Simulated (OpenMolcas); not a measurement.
# AlNH3OF (SMILES [NH2][Al]([OH])[F]) at 6 levels

Wanted: a comparison of 6 runs (HF/STO-3G, B3LYP/cc-pVDZ, BLYP/cc-pVDZ, PBE/cc-pVDZ, PBE0/cc-pVDZ, MP2/cc-pVDZ) of AlNH3OF. 

The calculation is run with OpenMolcas 26.06.

## (1) Starting point

The species is AlNH3OF (7 atoms), meant as a singlet with charge 0. SMILES: `[NH2][Al]([OH])[F]`. The coordinates come from a PBE0-D4/def2-TZVP relaxation. This is one conformer, not always the lowest.

Bond lengths: N1–Al2 1.755 Å, Al2–O3 1.685 Å, Al2–F4 1.644 Å, N1–H5 1.006 Å, N1–H6 1.006 Å, O3–H7 0.954 Å. Angles: N1–Al2–O3 124.9°, N1–Al2–F4 118.1°, O3–Al2–F4 117.0°, Al2–N1–H5 123.7°, Al2–N1–H6 125.7°, Al2–O3–H7 124.9°, H5–N1–H6 110.6°.

## (2) Energy and gradient at HF/STO-3G (run 1)

geom.xyz

```xyz
7

N     -0.569800     0.926800    -0.530800
Al    -0.133300    -0.630000     0.151800
O      1.368400    -1.004200     0.819000
F     -1.265600    -1.822100     0.146500
H     -1.473200     1.130200    -0.925100
H      0.029600     1.732300    -0.586700
H      2.105200    -0.401000     0.879500
```

mol.input

```
&GATEWAY
BasLib = $CurrDir
Coord = geom.xyz
Basis = STO-3G
Group = NoSym
&SEWARD
&SCF
Thresholds = 1e-10 1e-07 1e-07 1e-05
PrOrbitals = 1 2
&ALASKA
```

The basis set STO-3G is read from a file made from the Basis Set Exchange's data (not shown).

Launch:

```bash
$ export MOLCAS_MEM=1860
$ pymolcas mol.input > mol.log
```

Log:

```text
--- Start Module: gateway ---
[...]
--- Stop Module: gateway /rc=_RC_ALL_IS_WELL_ ---
[...]
      Basis functions           27
[...]
--- Start Module: scf ---
[...]
       Convergence after  11 Iterations
[...]
::    Total SCF energy                               -466.4814429885
[...]
      Total spin, S                                     0.0000000000
[...]
      Total electronic charge=   40.000000
      Total            charge=   -0.000000
[...]
      Dipole Moment (debye):
      Origin of the operator (angstrom)=   -0.1654   -0.6610    0.1507
                   X=  6.3521E-01               Y=  2.0155E+00               Z= -4.5393E-01           Total=  2.1614E+00
      Quadrupole Moment (debye*angstrom):
[...]
--- Stop Module: scf /rc=_RC_ALL_IS_WELL_ ---
--- Start Module: alaska ---
[...]
 *              Molecular gradients               *
 **************************************************
  Irreducible representation: a
 ------------------------------------------------------------------------------------------
                              X                       Y                       Z
 ------------------------------------------------------------------------------------------
  N1               -1.17731785622168E-02    3.81919902322903E-02   -1.71276131343543E-02
  AL2              -2.09756620860757E-04   -5.05548694609192E-03    1.63655171868271E-03
  O3                4.52954686679394E-02    3.16139048061528E-02    5.58526860844477E-03
  F4               -2.10410234526854E-02   -2.06908895728883E-02   -5.93204433583197E-04
  H5                7.24894093755779E-03   -4.00818940572023E-03    3.96367900712802E-03
  H6               -4.35528625054715E-03   -9.08432848658070E-03    1.49851750181279E-03
  H7               -1.51651647191855E-02   -3.09670006271801E-02    5.03680073188889E-03
 ------------------------------------------------------------------------------------------
--- Stop Module: alaska /rc=_RC_ALL_IS_WELL_ ---
[...]
```

Wall time 3.3 s (1 thread of Intel Xeon Platinum 8259CL at 2.50GHz (Skylake/Cascade Lake), shared host); peak memory 0.37 GiB.

## (3) Energy and forces at B3LYP/cc-pVDZ (run 2)

geom.xyz is that of step 2.

mol.input

```
>>> EXPORT MOLCAS_PRINT=2
&GATEWAY
BasLib = $CurrDir
Coord = geom.xyz
Basis = cc-pVDZ
Group = NoSym
&SEWARD
GridInput
Grid=UltraFine
End of Grid
&SCF
KSDFT = B3LYP
Thresholds = 1e-10 1e-07 1e-07 1e-05
PrOrbitals = 0
&ALASKA
```

The basis set cc-pVDZ is read from a file made from the Basis Set Exchange's data (not shown).

Launch:

```bash
$ export MOLCAS_MEM=1860
$ pymolcas mol.input > mol.log
```

Log:

```text
--- Start Module: gateway ---
[...]
--- Stop Module: gateway /rc=_RC_ALL_IS_WELL_ ---
[...]
      Basis functions           75
[...]
--- Start Module: scf ---
[...]
       Convergence after  14 Iterations
[...]
::    Total KS-DFT energy                            -474.2350020708
[...]
      Total spin, S                                     0.0000000000
[...]
      Total electronic charge=   40.000000
      Total            charge=   -0.000000
[...]
      Dipole Moment (debye):
      Origin of the operator (angstrom)=   -0.1654   -0.6610    0.1507
                   X=  1.2015E+00               Y=  3.2823E+00               Z= -6.7769E-01           Total=  3.5604E+00
      Quadrupole Moment (debye*angstrom):
[...]
--- Stop Module: scf /rc=_RC_ALL_IS_WELL_ ---
[...]
--- Start Module: alaska ---
[...]
 *              Molecular gradients               *
 **************************************************
  Irreducible representation: a
 ------------------------------------------------------------------------------------------
                              X                       Y                       Z
 ------------------------------------------------------------------------------------------
  N1                3.61071066424135E-04   -1.16349001980431E-04    1.72478542050492E-04
  AL2              -4.11212139789163E-03   -1.53188692674231E-02    3.68695704779676E-03
  O3               -1.07657076969190E-02    9.58497192928576E-03   -7.11449547859022E-03
  F4                1.85433598861575E-02    1.95104752963005E-02    9.04390859859522E-05
  H5                7.19535049122833E-03   -1.93996019947562E-03    3.24701220154244E-03
  H6               -4.64886946395460E-03   -6.71938608540579E-03    5.92462043021436E-04
  H7               -6.57308288513114E-03   -5.00088267128085E-03   -6.74853441826939E-04
 ------------------------------------------------------------------------------------------
--- Stop Module: alaska /rc=_RC_ALL_IS_WELL_ ---
[...]
```

Wall time 31 s (1 thread of Intel Xeon Platinum 8259CL at 2.50GHz (Skylake/Cascade Lake), shared host); peak memory 0.43 GiB.

Runs 3 to 4 aren't shown in full; the table further down has their settings and results.

## (4) Energy and gradient at PBE0/cc-pVDZ (run 5)

run.inp

```
>>> EXPORT MOLCAS_PRINT=2
&GATEWAY
BasLib
$CurrDir
Coord
7
angstrom
N       -0.569800       0.926800      -0.530800
Al      -0.133300      -0.630000       0.151800
O        1.368400      -1.004200       0.819000
F       -1.265600      -1.822100       0.146500
H       -1.473200       1.130200      -0.925100
H        0.029600       1.732300      -0.586700
H        2.105200      -0.401000       0.879500
Basis
cc-pVDZ
Group
NoSym
&SEWARD
GridInput
Grid=UltraFine
End of Grid
&SCF
KSDFT
PBE0
Thresholds
1e-10 1e-07 1e-07 1e-05
PrOrbitals
1 2
&ALASKA
```

The basis set cc-pVDZ is read from a file made from the Basis Set Exchange's data (not shown).

Launch:

```bash
$ export MOLCAS_MEM=1860
$ pymolcas run.inp > run.log
```

Log:

```text
--- Start Module: gateway ---
[...]
--- Stop Module: gateway /rc=_RC_ALL_IS_WELL_ ---
[...]
      Basis functions           75
[...]
--- Start Module: scf ---
[...]
       Convergence after  15 Iterations
[...]
::    Total KS-DFT energy                            -473.8598052610
[...]
      Total spin, S                                     0.0000000000
[...]
      Total electronic charge=   40.000000
      Total            charge=   -0.000000
[...]
      Dipole Moment (debye):
      Origin of the operator (angstrom)=   -0.1654   -0.6610    0.1507
                   X=  1.2096E+00               Y=  3.3238E+00               Z= -6.8881E-01           Total=  3.6035E+00
      Quadrupole Moment (debye*angstrom):
[...]
--- Stop Module: scf /rc=_RC_ALL_IS_WELL_ ---
[...]
--- Start Module: alaska ---
[...]
 *              Molecular gradients               *
 **************************************************
  Irreducible representation: a
 ------------------------------------------------------------------------------------------
                              X                       Y                       Z
 ------------------------------------------------------------------------------------------
  N1                4.91711340304013E-04   -9.40322987343478E-04    4.97869532674944E-04
  AL2              -4.25680186008726E-03   -1.56242404068809E-02    3.73793449263748E-03
  O3               -1.23565640628929E-02    7.72965266274372E-03   -7.05771531826649E-03
  F4                1.79779970540448E-02    1.88591452058429E-02    1.06856811718584E-04
  H5                5.77898796063714E-03   -1.45935233252770E-03    2.57427314359315E-03
  H6               -3.74006677714522E-03   -5.27849227962918E-03    4.33687448021303E-04
  H7               -3.89526365484194E-03   -3.28638986234164E-03   -2.92906110352487E-04
 ------------------------------------------------------------------------------------------
--- Stop Module: alaska /rc=_RC_ALL_IS_WELL_ ---
[...]
```

Run time: 31 s. Hardware: 1 thread of Intel Xeon Platinum 8259CL at 2.50GHz (Skylake/Cascade Lake), shared host; peak memory 0.43 GiB.

## (5) The energy at MP2/cc-pVDZ (run 6)

struct.xyz

```xyz
7

N     -0.569800     0.926800    -0.530800
Al    -0.133300    -0.630000     0.151800
O      1.368400    -1.004200     0.819000
F     -1.265600    -1.822100     0.146500
H     -1.473200     1.130200    -0.925100
H      0.029600     1.732300    -0.586700
H      2.105200    -0.401000     0.879500
```

job.inp

```
&GATEWAY
  BasLib
  $CurrDir
  Coord
  struct.xyz
  Basis
  cc-pVDZ
  Group
  NoSym

&SEWARD

&SCF
  Thresholds
  1e-10 1e-07 1e-07 1e-05
  PrOrbitals
  1 2

&MBPT2
  Frozen
  8
```

The basis set cc-pVDZ is read from a file made from the Basis Set Exchange's data (not shown).

Launch:

```bash
$ export MOLCAS_MEM=1860
$ pymolcas job.inp > job.log
```

Log:

```text
--- Start Module: gateway ---
[...]
--- Stop Module: gateway /rc=_RC_ALL_IS_WELL_ ---
[...]
      Basis functions           75
[...]
--- Start Module: scf ---
[...]
       Convergence after  13 Iterations
[...]
::    Total SCF energy                               -472.5899445095
[...]
      Total spin, S                                     0.0000000000
[...]
      Total electronic charge=   40.000000
      Total            charge=   -0.000000
[...]
      Dipole Moment (debye):
      Origin of the operator (angstrom)=   -0.1654   -0.6610    0.1507
                   X=  1.2798E+00               Y=  3.5295E+00               Z= -7.3329E-01           Total=  3.8253E+00
      Quadrupole Moment (debye*angstrom):
[...]
--- Stop Module: scf /rc=_RC_ALL_IS_WELL_ ---
[...]
--- Start Module: mbpt2 ---
[...]
WARNING!
Default frozen orbitals as non valence orbitals is overwritten by user input.
Default values:   5
[...]
       Reference weight ( Cref**2 )         =        0.86054
::    Total MBPT2 energy                             -473.1987763289
[...]
      Total MBPT2 calculations                           0.21      0.24
--- Stop Module: mbpt2 /rc=_RC_ALL_IS_WELL_ ---
[...]
```

Run time: 6.6 s. Hardware: 1 thread of Intel Xeon Platinum 8259CL at 2.50GHz (Skylake/Cascade Lake), shared host; peak memory 0.43 GiB.

## (6) The series

```csv
run,level,integration grid,task,energy (Eh),dipole moment (D) of the reference,HOMO energy (eV),LUMO energy (eV),wall time
1,HF/STO-3G,–,gradient,-466.481443,2.16,-7.89,10.95,3.3 s
2,B3LYP/cc-pVDZ,UltraFine,gradient,-474.235002,3.56,-7.16,-0.39,31 s
3,BLYP/cc-pVDZ,UltraFine,gradient,-474.170625,3.45,-5.76,-0.93,31 s
4,PBE/cc-pVDZ,UltraFine,gradient,-473.827851,3.47,-5.93,-0.97,30 s
5,PBE0/cc-pVDZ,UltraFine,gradient,-473.859805,3.60,-7.47,-0.09,31 s
6,MP2/cc-pVDZ,–,energy,-473.198776,3.83,-11.19,2.99,6.6 s
```

## (7) Results

```
                                          quantity          value
                               run 6: total energy  -473.19878 Eh
         run 6: dipole moment (mean-field density)         3.83 D
        run 6: HOMO energy (Hartree–Fock orbitals)      -11.19 eV
        run 6: LUMO energy (Hartree–Fock orbitals)        2.99 eV
      run 6: HOMO–LUMO gap (Hartree–Fock orbitals)       14.18 eV
run 6: correlation energy (8 core orbitals frozen)     -608.8 mEh
```

What this shows: Over runs 1, 2, 3, 4, 5 the dipole moment (its size) runs from 2.16 D (HF/STO-3G) to 3.60 D (PBE0/cc-pVDZ). The two ends differ in method and basis. Over runs 1, 2, 3, 4, 5 the HOMO–LUMO gap runs from 4.83 eV (BLYP/cc-pVDZ) to 18.83 eV (HF/STO-3G). Totals of different functionals can't be ranked against each other. In run 1 the basis is minimal, so the values are rough. All runs together took 2.2 min, the longest 31 s.
